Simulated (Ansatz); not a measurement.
**CH₄BFOSi: small, medium and large basis sets**

The task here is to estimate one member of a computed series from the others.

The runs use Ansatz 0.2.0, Gaussian basis; one geometry, several basis sets.

The runs, in order: PBE0-D4/def2-SVP; ωB97M-V/def2-SVP; PBE0-D4/def2-QZVPP; ωB97M-V/def2-QZVPP; the functionals' def2-TZVPP values are taken from earlier runs.

## The relaxed structure

All runs share one geometry, relaxed beforehand with PBE0-D4 in a triple-zeta def2 set.

SMILES `FB1OC[SiH2]1`, 9 atoms, charge 0, spin multiplicity 1.

Atoms are counted from 1 here; the program's logs count them from 0.

Bond lengths: F1–B2 1.315 Å, B2–O3 1.360 Å, B2–Si5 2.016 Å, O3–C4 1.465 Å, C4–Si5 1.917 Å, C4–H6 1.091 Å, C4–H7 1.091 Å, Si5–H8 1.487 Å, Si5–H9 1.487 Å. Angles: F1–B2–O3 121.8°, F1–B2–Si5 145.2°, O3–B2–Si5 93.0°, B2–O3–C4 104.2°, O3–C4–Si5 93.8°, O3–C4–H6 108.9°, O3–C4–H7 108.9°, Si5–C4–H6 117.2°, Si5–C4–H7 117.2°, H6–C4–H7 109.3°, B2–Si5–C4 69.0°, B2–Si5–H8 121.0°, B2–Si5–H9 121.0°, C4–Si5–H8 115.5°, C4–Si5–H9 115.5°, H8–Si5–H9 109.3°.

Set-up of the first run:

in.yaml reads:

```yaml
crystal:
  periodic: [false, false, false]
  atoms:
    - {symbol: F, position_ang: [-1.033044, 2.137000, 1.282194]}
    - {symbol: B, position_ang: [-0.496891, 1.089339, 0.696048]}
    - {symbol: O, position_ang: [0.497741, 0.370128, 1.282216]}
    - {symbol: C, position_ang: [0.796604, -0.685649, 0.311198]}
    - {symbol: Si, position_ang: [-0.519509, -0.081925, -0.944403]}
    - {symbol: H, position_ang: [1.843113, -0.605669, 0.014100]}
    - {symbol: H, position_ang: [0.629021, -1.655370, 0.781761]}
    - {symbol: H, position_ang: [-1.641709, -1.023346, -1.197710]}
    - {symbol: H, position_ang: [0.013174, 0.409294, -2.242403]}
basis:
  gaussian: {orbitals: def2-SVP}
hamiltonian: {xc: pbe0, dispersion: d4}
output: {orbitals: {seedname: orbitals}}
```

Command:

```sh
$ ansatz run in.yaml --threads 2 --pin off --events-out ev --progress --plain --max-ram 4352MiB
```

Among the steps run: PBE0-D4 in def2-SVP; ωB97M-V in def2-SVP; PBE0-D4 in def2-QZVPP; ωB97M-V in def2-QZVPP.

One of the session's tables, all rows but one given; the rest of the session is left out.

It belongs to the step «Functionals by basis». 

| functional | basis | HOMO (eV) |
| --- | --- | --- |
| PBE0-D4 | def2-SVP | -8.09 |
| PBE0-D4 | def2-TZVPP | -8.12 |
| PBE0-D4 | def2-QZVPP | -8.14 |
| ωB97M-V | def2-SVP | -10.24 |
| ωB97M-V | def2-TZVPP | ? |
| ωB97M-V | def2-QZVPP | -10.32 |

Estimate the missing values for ωB97M-V, def2-TZVPP.

**Answer.** HOMO (eV): -10.30. In the column «HOMO (eV)» it lies between ωB97M-V, def2-QZVPP (-10.32) and ωB97M-V, def2-SVP (-10.24).
